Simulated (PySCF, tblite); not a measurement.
# C8H8N+: vibronic structure

What do calculations give for the vibronic structure of C8H8N+ (`C#Cc1cc[n+](C)cc1`)?

Computed with tblite 0.8.0 and PySCF 2.14.0 and routines of our own; the level stands in each step. Atoms count from 0.

### Step 1. The starting structure

17 atoms, charge 1, multiplicity 1; geometry from: force field or distance geometry start.

### Step 2. Optimising the geometry with GFN2-xTB

Job settings and geometry (Å):

```
{"job": {"kind": "relax", "xc": "GFN2-xTB", "basis": "xTB"}, "charge": 1, "multiplicity": 1}
C      4.093400    -0.133700    -0.119100
C      2.873500    -0.098600    -0.077200
C      1.442200    -0.054800    -0.020000
C      0.667600    -0.405300    -1.123400
C     -0.713000    -0.369800    -1.079300
N     -1.321800     0.041200     0.041000
C     -2.784900     0.092400     0.069200
C     -0.631400     0.415100     1.152800
C      0.764600     0.359400     1.114000
H      5.153500    -0.146900    -0.167700
H      1.114000    -0.749600    -2.043600
H     -1.271800    -0.668700    -1.977200
H     -3.126800     1.159200     0.167600
H     -3.200300    -0.294200    -0.894500
H     -3.212800    -0.538900     0.870300
H     -1.163400     0.738400     2.058900
H      1.310600     0.666900     2.018200
```

The run is started by

```bash
$ OMP_NUM_THREADS=1 python excited_run.py task.json out
```

One launch serves the whole session: the jobs run in the order shown.

Output:

```text
step      E/eV     max force
  0    -643.32058    1.891
  1    -643.39051    3.174
  2    -643.42735    2.140
  3    -643.48208    0.757
  4    -643.49785    0.325
  5    -643.51138    0.432
  6    -643.51548    0.157
  7    -643.51837    0.159
  8    -643.52073    0.156
  9    -643.52319    0.139
 10    -643.52485    0.087
 11    -643.52570    0.060
 12    -643.52615    0.058
 13    -643.52658    0.051
 14    -643.52704    0.046
 15    -643.52739    0.037
 16    -643.52760    0.037
 17    -643.52775    0.036
 18    -643.52791    0.036
 19    -643.52807    0.037
 20    -643.52820    0.025
 21    -643.52826    0.023
 22    -643.52831    0.019
 23    -643.52835    0.016
 24    -643.52838    0.015
 25    -643.52841    0.009
```

Run time: 0.13 s. Hardware: 1 thread of Arm Neoverse V2, shared host.

The steps of the relaxation:

```
step  energy from step 0 (eV)  largest force (eV/Å)
   0                   0.0000                1.8914
   1                  -0.0699                3.1740
   2                  -0.1068                2.1397
   3                  -0.1615                0.7567
   4                  -0.1773                0.3247
   5                  -0.1908                0.4323
   6                  -0.1949                0.1566
   7                  -0.1978                0.1586
   8                  -0.2002                0.1563
   9                  -0.2026                0.1392
  10                  -0.2043                0.0868
  11                  -0.2051                0.0597
  12                  -0.2056                0.0579
  13                  -0.2060                0.0509
  14                  -0.2065                0.0462
  15                  -0.2068                0.0372
  16                  -0.2070                0.0375
  17                  -0.2072                0.0357
  18                  -0.2073                0.0355
  19                  -0.2075                0.0375
  20                  -0.2076                0.0250
  21                  -0.2077                0.0230
  22                  -0.2077                0.0193
  23                  -0.2078                0.0164
  24                  -0.2078                0.0146
  25                  -0.2078                0.0091
```

Distances of close pairs at the start and the end, largest changes first:

```
  bond  before (Å)  after (Å)  change (Å)
C6–H12       1.125      1.091      -0.033
C6–H13       1.118      1.087      -0.031
 C1–C2       1.433      1.405      -0.028
 C7–C8       1.398      1.372      -0.026
C8–H16       1.100      1.078      -0.022
 C2–C8       1.384      1.404      +0.020
C4–H11       1.099      1.080      -0.019
C7–H15       1.099      1.080      -0.019
```

The final coordinates are the input of the step that follows.

### Step 3. Infrared spectrum with GFN2-xTB

Job settings and geometry (Å):

```
{"job": {"kind": "ir", "xc": "GFN2-xTB", "basis": "xTB"}, "charge": 1, "multiplicity": 1}
C      4.046302    -0.123405    -0.112552
C      2.844586    -0.087889    -0.062548
C      1.440422    -0.048795    -0.027097
C      0.682286    -0.424379    -1.145909
C     -0.688935    -0.369078    -1.085408
N     -1.325201     0.034696     0.022627
C     -2.768289     0.099049     0.068378
C     -0.623060     0.395298     1.109529
C      0.748294     0.366173     1.122169
H      5.097107    -0.152915    -0.152134
H      1.171918    -0.752812    -2.048719
H     -1.296123    -0.650800    -1.932929
H     -3.094347     1.130532     0.211648
H     -3.196561    -0.276817    -0.857664
H     -3.146939    -0.497805     0.898934
H     -1.188078     0.710904     1.974541
H      1.289619     0.660075     2.007226
```

Output:

```text
mode    cm-1     km/mol
  1      13.4      0.54
  2      87.1      1.42
  3     130.5      0.91
  4     218.5      0.95
  5     363.1      0.18
  6     365.7      3.00
  7     369.2      0.80
  8     409.7      0.62
  9     467.5      0.26
 10     500.2     10.97
 11     630.9      0.55
 12     657.1      1.92
 13     690.5     27.05
 14     705.7      7.49
 15     728.2      0.71
 16     831.2     55.59
 17     858.5      3.61
 18     866.8      0.32
 19     912.9      0.14
 20     924.0      0.01
 21    1035.3      1.15
 22    1057.7      2.90
 23    1088.5      2.35
 24    1130.0      4.93
 25    1180.3      9.01
 26    1203.2      2.94
 27    1246.6      3.39
 28    1266.4      7.38
 29    1333.8      1.27
 30    1408.0     41.21
 31    1425.2      6.59
 32    1436.5     26.26
 33    1445.8     21.80
 34    1460.1      8.67
 35    1525.0      7.26
 36    1585.6    201.92
 37    2231.9    184.42
 38    3013.1      0.28
 39    3027.2      0.21
 40    3065.1      0.03
 41    3095.9      3.87
 42    3097.0      4.49
 43    3121.3      3.91
 44    3121.7      3.40
 45    3368.2     66.17
```

Run time: 0.43 s. Hardware: 1 thread of Arm Neoverse V2, shared host.

Which atoms move in the most intense modes:

```
cm⁻¹  km/mol                                   atoms
 690    27.1                        H9 81 %, C0 11 %
 831    55.6  H11 19 %, H10 17 %, H16 14 %, H15 12 %
1408    41.2   H12 35 %, H14 33 %, H13 16 %, C6 13 %
1436    26.3            H13 50 %, H12 24 %, H14 21 %
1446    21.8            H14 32 %, H12 27 %, H13 24 %
1586   201.9      C7 22 %, C4 21 %, C8 21 %, C3 18 %
2232   184.4                        C1 59 %, C0 31 %
3368    66.2                        H9 86 %, C0 13 %
```

### Step 4. Vibronic structure: TDDFT BHandHLYP/def2-SVP

Settings changed since step 3:

```diff
@@ -1,2 +1,2 @@
-{"job": {"kind": "ir", "xc": "GFN2-xTB", "basis": "xTB"}, "charge": 1, "multiplicity": 1}
+{"job": {"kind": "vib", "xc": "BHandHLYP", "basis": "def2-SVP", "tda": false}, "charge": 1, "multiplicity": 1}
 C      4.046302    -0.123405    -0.112552
```

Level: TDDFT BHandHLYP/def2-SVP vertical-gradient vibronic structure (displaced harmonic oscillators, Condon), gas phase.

Output:

```text
final grid: 66336 points
cycle   1  E = -363.5499107936  dE =  2.272e+00  |g| = 4.809e-01  |ddm| = 4.637e+00
cycle   2  E = -363.5457328978  dE =  4.178e-03  |g| = 5.497e-01  |ddm| = 1.190e+00
cycle   3  E = -363.6220700002  dE = -7.634e-02  |g| = 7.511e-02  |ddm| = 5.935e-01
cycle   4  E = -363.6233557973  dE = -1.286e-03  |g| = 3.660e-02  |ddm| = 1.303e-01
cycle   5  E = -363.6236696148  dE = -3.138e-04  |g| = 3.789e-03  |ddm| = 3.850e-02
cycle   6  E = -363.6236727701  dE = -3.155e-06  |g| = 3.055e-03  |ddm| = 7.561e-03
cycle   7  E = -363.6236751517  dE = -2.382e-06  |g| = 9.390e-04  |ddm| = 3.327e-03
cycle   8  E = -363.6236754522  dE = -3.005e-07  |g| = 2.924e-04  |ddm| = 1.208e-03
cycle   9  E = -363.6236754821  dE = -2.991e-08  |g| = 7.383e-05  |ddm| = 3.926e-04
cycle  10  E = -363.6236754864  dE = -4.321e-09  |g| = 3.185e-05  |ddm| = 1.691e-04
cycle  11  E = -363.6236754871  dE = -6.351e-10  |g| = 1.099e-05  |ddm| = 6.394e-05
converged SCF energy = -363.6236754871

Singlet excitations (eV, f): 4.412 (0.0000)  4.848 (0.3887)  5.400 (0.0485)  6.428 (0.1628)  6.787 (0.0001)  6.808 (0.0170)

State S1  4.4123 eV  f = 0.00000  H-1->L 0.93
  relaxed dipole 3.047 D, largest gradient of the excitation energy 0.1697 Eh/bohr
  mode    cm-1        S   lambda/meV  Raman
   37   2231.9    0.9632     266.5   1.000
   36   1585.6    0.3062      60.2   0.160
   25   1180.3    0.1015      14.8   0.029
   45   3368.2    0.0249      10.4   0.059
   26   1203.2    0.0623       9.3   0.019
   21   1035.3    0.0625       8.0   0.014
   17    858.5    0.0608       6.5   0.009
   28   1266.4    0.0248       3.9   0.008
   34   1460.1    0.0084       1.5   0.004
    8    409.7    0.0086       0.4   0.000
  reorganisation energy 0.3839 eV, total S 1.638, 0-0 4.0284 eV
  absorption maximum 4.306 eV, width 0.578 eV

State S2  4.8477 eV  f = 0.38875  H->L 0.91
  relaxed dipole 0.487 D, largest gradient of the excitation energy 0.1053 Eh/bohr
  mode    cm-1        S   lambda/meV  Raman
   37   2231.9    0.3865     107.0   1.000
   36   1585.6    0.1786      35.1   0.233
   17    858.5    0.1907      20.3   0.073
   26   1203.2    0.0652       9.7   0.049
   28   1266.4    0.0616       9.7   0.051
   25   1180.3    0.0521       7.6   0.038
   45   3368.2    0.0092       3.9   0.054
   15    728.2    0.0371       3.4   0.010
   35   1525.0    0.0054       1.0   0.007
  reorganisation energy 0.2001 eV, total S 1.011, 0-0 4.6476 eV
  absorption maximum 4.648 eV, width 0.040 eV

State S4  6.4283 eV  f = 0.16278  H->L+1 0.74, H-2->L 0.24
  relaxed dipole 1.863 D, largest gradient of the excitation energy 0.0653 Eh/bohr
  mode    cm-1        S   lambda/meV  Raman
   36   1585.6    0.5359     105.3   1.000
   37   2231.9    0.1602      44.3   0.592
   28   1266.4    0.2176      34.2   0.259
   17    858.5    0.2801      29.8   0.153
   25   1180.3    0.0355       5.2   0.037
    8    409.7    0.0822       4.2   0.010
   26   1203.2    0.0244       3.6   0.026
   34   1460.1    0.0155       2.8   0.025
   29   1333.8    0.0060       1.0   0.008
   22   1057.7    0.0062       0.8   0.005
  reorganisation energy 0.2369 eV, total S 1.408, 0-0 6.1915 eV
  absorption maximum 6.191 eV, width 0.230 eV

State T1  3.2398 eV  f = 0.00000  H->L 0.90
  relaxed dipole 0.285 D, largest gradient of the excitation energy 0.1355 Eh/bohr
  mode    cm-1        S   lambda/meV  Raman
   37   2231.9    0.5599     154.9   1.000
   36   1585.6    0.5621     110.5   0.507
   28   1266.4    0.2333      36.6   0.134
   25   1180.3    0.2298      33.6   0.115
   17    858.5    0.1593      17.0   0.042
   34   1460.1    0.0624      11.3   0.048
   26   1203.2    0.0464       6.9   0.024
   45   3368.2    0.0131       5.5   0.053
   35   1525.0    0.0119       2.2   0.010
    8    409.7    0.0312       1.6   0.002
   21   1035.3    0.0057       0.7   0.002
  reorganisation energy 0.3829 eV, total S 1.938, 0-0 2.8569 eV
  absorption maximum 2.857 eV, width 0.498 eV
```

It took 34 s on 1 thread of Arm Neoverse V2, shared host; peak memory 0.87 GiB.

### Step 5. Vibronic structure: TDDFT OLYP/def2-SVP

Settings changed since step 4:

```diff
@@ -1,2 +1,2 @@
-{"job": {"kind": "vib", "xc": "BHandHLYP", "basis": "def2-SVP", "tda": false}, "charge": 1, "multiplicity": 1}
+{"job": {"kind": "vib", "xc": "OLYP", "basis": "def2-SVP", "tda": false, "nstates": 10}, "charge": 1, "multiplicity": 1}
 C      4.046302    -0.123405    -0.112552
```

With the program's defaults for keys left out, this is: TDDFT OLYP/def2-SVP vertical-gradient vibronic structure (displaced harmonic oscillators, Condon), gas phase.

Output:

```text
final grid: 66336 points
cycle   1  E = -363.6555336217  dE =  1.496e+00  |g| = 5.033e-01  |ddm| = 4.900e+00
cycle   2  E = -363.0788514100  dE =  5.767e-01  |g| = 1.403e+00  |ddm| = 2.060e+00
cycle   3  E = -363.7067862918  dE = -6.279e-01  |g| = 2.506e-01  |ddm| = 1.771e+00
cycle   4  E = -363.7225645797  dE = -1.578e-02  |g| = 1.437e-01  |ddm| = 4.329e-01
cycle   5  E = -363.7255142802  dE = -2.950e-03  |g| = 1.065e-01  |ddm| = 1.947e-01
cycle   6  E = -363.7283441000  dE = -2.830e-03  |g| = 2.561e-02  |ddm| = 1.071e-01
cycle   7  E = -363.7285044470  dE = -1.603e-04  |g| = 6.699e-03  |ddm| = 2.690e-02
cycle   8  E = -363.7285188412  dE = -1.439e-05  |g| = 9.437e-04  |ddm| = 9.222e-03
cycle   9  E = -363.7285190528  dE = -2.116e-07  |g| = 5.598e-04  |ddm| = 1.830e-03
cycle  10  E = -363.7285191246  dE = -7.187e-08  |g| = 2.329e-04  |ddm| = 7.690e-04
cycle  11  E = -363.7285191408  dE = -1.615e-08  |g| = 7.374e-05  |ddm| = 3.096e-04
cycle  12  E = -363.7285191424  dE = -1.580e-09  |g| = 1.953e-05  |ddm| = 8.800e-05
cycle  13  E = -363.7285191425  dE = -1.049e-10  |g| = 3.689e-06  |ddm| = 2.404e-05
converged SCF energy = -363.7285191425

Singlet excitations (eV, f): 3.520 (0.0000)  4.315 (0.3390)  4.577 (0.0058)  4.594 (0.0001)  5.308 (0.0918)  6.175 (0.0256)  6.628 (0.0002)  6.671 (0.2925)  7.000 (0.0000)  7.098 (0.0003)

State S1  3.5197 eV  f = 0.00000  H-1->L 1.00
  relaxed dipole 3.248 D, largest gradient of the excitation energy 0.0750 Eh/bohr
  mode    cm-1        S   lambda/meV  Raman
   37   2231.9    0.1784      49.4   1.000
   26   1203.2    0.1209      18.0   0.197
   34   1460.1    0.0816      14.8   0.196
   17    858.5    0.1377      14.7   0.114
   36   1585.6    0.0452       8.9   0.128
   30   1408.0    0.0125       2.2   0.028
   45   3368.2    0.0050       2.1   0.064
   15    728.2    0.0173       1.6   0.010
   28   1266.4    0.0088       1.4   0.016
   25   1180.3    0.0079       1.2   0.012
    8    409.7    0.0185       0.9   0.003
  reorganisation energy 0.1177 eV, total S 0.652, 0-0 3.4020 eV
  absorption maximum 3.402 eV, width 0.038 eV

State S2  4.3146 eV  f = 0.33899  H->L 0.93
  relaxed dipole 0.336 D, largest gradient of the excitation energy 0.0490 Eh/bohr
  mode    cm-1        S   lambda/meV  Raman
   17    858.5    0.2541      27.0   0.666
   34   1460.1    0.1319      23.9   1.000
   26   1203.2    0.1052      15.7   0.542
   15    728.2    0.1182      10.7   0.223
   37   2231.9    0.0367      10.2   0.650
   35   1525.0    0.0183       3.5   0.151
   30   1408.0    0.0107       1.9   0.076
   21   1035.3    0.0117       1.5   0.044
    8    409.7    0.0197       1.0   0.012
   25   1180.3    0.0063       0.9   0.031
    3    130.5    0.0565       0.9   0.003
  reorganisation energy 0.1021 eV, total S 0.802, 0-0 4.2125 eV
  absorption maximum 4.213 eV, width 0.042 eV

State S8  6.6714 eV  f = 0.29248  H-2->L+1 0.49, H->L+2 0.31, H-5->L 0.09
  relaxed dipole 2.547 D, largest gradient of the excitation energy 0.0641 Eh/bohr
  mode    cm-1        S   lambda/meV  Raman
   28   1266.4    0.5421      85.1   1.000
   36   1585.6    0.2567      50.5   0.742
   37   2231.9    0.1522      42.1   0.872
   17    858.5    0.2408      25.6   0.204
   26   1203.2    0.0458       6.8   0.076
    8    409.7    0.1076       5.5   0.021
   39   3027.2    0.0083       3.1   0.088
   29   1333.8    0.0179       3.0   0.037
   33   1445.8    0.0147       2.6   0.035
   30   1408.0    0.0099       1.7   0.023
  reorganisation energy 0.2321 eV, total S 1.423, 0-0 6.4393 eV
  absorption maximum 6.439 eV, width 0.198 eV

State T1  2.9635 eV  f = 0.00000  H->L 0.99
  relaxed dipole 0.617 D, largest gradient of the excitation energy 0.0811 Eh/bohr
  mode    cm-1        S   lambda/meV  Raman
   37   2231.9    0.2256      62.4   1.000
   36   1585.6    0.1822      35.8   0.408
   17    858.5    0.1600      17.0   0.105
   26   1203.2    0.0748      11.2   0.096
   25   1180.3    0.0569       8.3   0.071
   28   1266.4    0.0383       6.0   0.055
   45   3368.2    0.0059       2.5   0.060
   15    728.2    0.0145       1.3   0.007
    8    409.7    0.0073       0.4   0.001
  reorganisation energy 0.1477 eV, total S 0.785, 0-0 2.8157 eV
  absorption maximum 2.816 eV, width 0.038 eV
```

It took 38 s on 1 thread of Arm Neoverse V2, shared host; peak memory 0.8 GiB.

### Step 6. Outcome

| quantity | value |
| --- | --- |
| strongest single infrared mode (GFN2-xTB) | 1586 cm⁻¹, 202 km/mol |
| zero-point energy (GFN2-xTB) | 83.9 kcal/mol |
| S1: vertical, reorganisation, 0-0, total S (step 4, TDDFT BHandHLYP/def2-SVP, modes from GFN2-xTB) | 4.41, 0.38, 4.03 eV; 1.6 |
| S2: vertical, reorganisation, 0-0, total S (step 4, TDDFT BHandHLYP/def2-SVP, modes from GFN2-xTB) | 4.85, 0.20, 4.65 eV; 1.0 |
| S4: vertical, reorganisation, 0-0, total S (step 4, TDDFT BHandHLYP/def2-SVP, modes from GFN2-xTB) | 6.43, 0.24, 6.19 eV; 1.4 |
| S1: vertical, reorganisation, 0-0, total S (step 5, TDDFT OLYP/def2-SVP, modes from GFN2-xTB) | 3.52, 0.12, 3.40 eV; 0.7 |
| S2: vertical, reorganisation, 0-0, total S (step 5, TDDFT OLYP/def2-SVP, modes from GFN2-xTB) | 4.31, 0.10, 4.21 eV; 0.8 |
| S8: vertical, reorganisation, 0-0, total S (step 5, TDDFT OLYP/def2-SVP, modes from GFN2-xTB) | 6.67, 0.23, 6.44 eV; 1.4 |

What this shows: All 45 modes are real, so the xTB geometry is a minimum. The strongest single mode, at 1586 cm⁻¹, has its largest shares on C7, C4, C8 and C3 (the list is cut at 4 atoms). GFN2-xTB is a fitted tight-binding method: band positions and strengths are rough. Its intensities can rank the bands wrongly. The vibronic model keeps the ground-state modes (from xTB) and shifts them along the gradient alone, so it can miss much of the relaxation that a full optimisation finds. Some states lie very close; unless symmetry makes them partners, their order is unsure.
